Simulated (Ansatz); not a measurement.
# Hf5Se8S2: band edges up the ladder

One table from this session's results is given with a row withheld; the runs are named, their logs left out.

Method: DFT PBE+D3(BJ), scalar-relativistic, plane waves, PAW, in Ansatz 0.2.0.

That is the level of the relaxation; later steps name their own.

**The structure to begin with**

It takes space group Cm (No. 8, monoclinic). The conventional cell has a = 6.519 Å, b = 18.819 Å, c = 6.262 Å, α = 90.00°, β = 90.00°, γ = 90.00°. Around Hf (site symmetry 1) lie 5 Se at 2.63 Å and 1 S at 2.63 Å. Hf (site symmetry m) is surrounded by 6 Se at 2.63 Å. Hf (site symmetry 1) has 2 S at 2.63 Å and 4 Se at 2.63 Å as nearest neighbours. Se (site symmetry m) is surrounded by 3 Hf at 2.63 Å. Se (site symmetry 1) has 3 Hf at 2.63 Å as nearest neighbours. Only part of the 9 independent sites is listed.

As a file:

```xyz
15
Lattice="0.0000 0.0000 -6.2621 0.0000 6.5191 0.0000 9.4096 -3.2596 0.0000" Properties=species:S:1:pos:R:3 pbc="T T T"
Hf    0.0000    0.0000    0.0000
Hf    3.7638    0.0000    0.0000
Hf    1.8819    3.2596    0.0000
Hf    7.5277    0.0000    0.0000
Hf    5.6457    3.2596    0.0000
Se    1.8819    1.0865   -1.4782
Se    5.6457    1.0865   -1.4782
Se    3.7638    4.3461   -1.4782
Se    0.0000    4.3461   -1.4782
Se    7.5277   -2.1730   -1.4782
Se    9.4096   -1.0865   -4.7840
Se    3.7638    2.1730   -4.7840
Se    1.8819    5.4326   -4.7840
S     7.5277    2.1730   -4.7840
S     5.6457   -1.0865   -4.7840
```

Set-up of the first run:

(A quick probe on a coarse mesh, which set the mesh and smearing, is not shown.)

Contents of input.yaml:

```yaml
crystal:
  lattice:
    - [0.0, 0.0, -6.26214072]
    - [0.0, 6.51913952, 0.0]
    - [9.40956739, -3.25956976, 0.0]
  atoms:
    - { symbol: Hf, position: [0.0, 0.0, 0.0] }
    - { symbol: Hf, position: [0.0, 0.2, 0.4] }
    - { symbol: Hf, position: [0.0, 0.6, 0.2] }
    - { symbol: Hf, position: [0.0, 0.4, 0.8] }
    - { symbol: Hf, position: [0.0, 0.8, 0.6] }
    - { symbol: Se, position: [0.23604795, 0.26666667, 0.2] }
    - { symbol: Se, position: [0.23604795, 0.46666667, 0.6] }
    - { symbol: Se, position: [0.23604795, 0.86666667, 0.4] }
    - { symbol: Se, position: [0.23604795, 0.66666667, 0.0] }
    - { symbol: Se, position: [0.23604795, 0.06666667, 0.8] }
    - { symbol: Se, position: [0.76395205, 0.33333333, 1.0] }
    - { symbol: Se, position: [0.76395205, 0.53333333, 0.4] }
    - { symbol: Se, position: [0.76395205, 0.93333333, 0.2] }
    - { symbol: S, position: [0.76395205, 0.73333333, 0.8] }
    - { symbol: S, position: [0.76395205, 0.13333333, 0.6] }
basis:
  ecutwfc: 420
kpoints:
  mp_grid: { grid: [4, 4, 4] }
hamiltonian:
  xc: pbe
  dispersion: d3bj
scf:
  occupations: { method: gaussian, width: 0.1 }
output:
  forces: true
  stress: true
  eigenvalues: true
relax:
  adjacent_minimum: "off"
  f_tol: 0.05
  max_steps: 80
  cell: { stress_tol: 0.5 }
```

Run with:

```bash
ansatz run input.yaml --threads 4 --pin off --max-ram 10240MiB --backend cpu --events-out ev --progress --plain --runs-dir out
```

Among the steps run: Rough relaxation on the coarse mesh; Relaxing cell and atoms; Band edges over the whole zone; The run at PBE+D3(BJ); The run at PBE+D3(BJ) on the hybrid's mesh; Levels with HSE06; The run at PBE+D3(BJ), spin-orbit coupling; The run at r2SCAN.

One of the session's tables, all rows but one given; the rest of the session is left out.

```
                          level  gap (eV)  least direct gap (eV)
                     PBE+D3(BJ)      0.39                   0.72
PBE+D3(BJ) on the hybrid's mesh      0.37                   0.71
                          HSE06         ?                      ?
PBE+D3(BJ), spin-orbit coupling      0.24                   0.71
                         r2SCAN      0.70                   1.02
```

Q: Estimate the row for HSE06 from the others.

**Answer.** gap (eV): 1.07; least direct gap (eV): 1.39. In the column «gap (eV)» it is the highest.

Gaps are by band count over the mesh and the named points; a gap of 0 means that the bands overlap or touch.
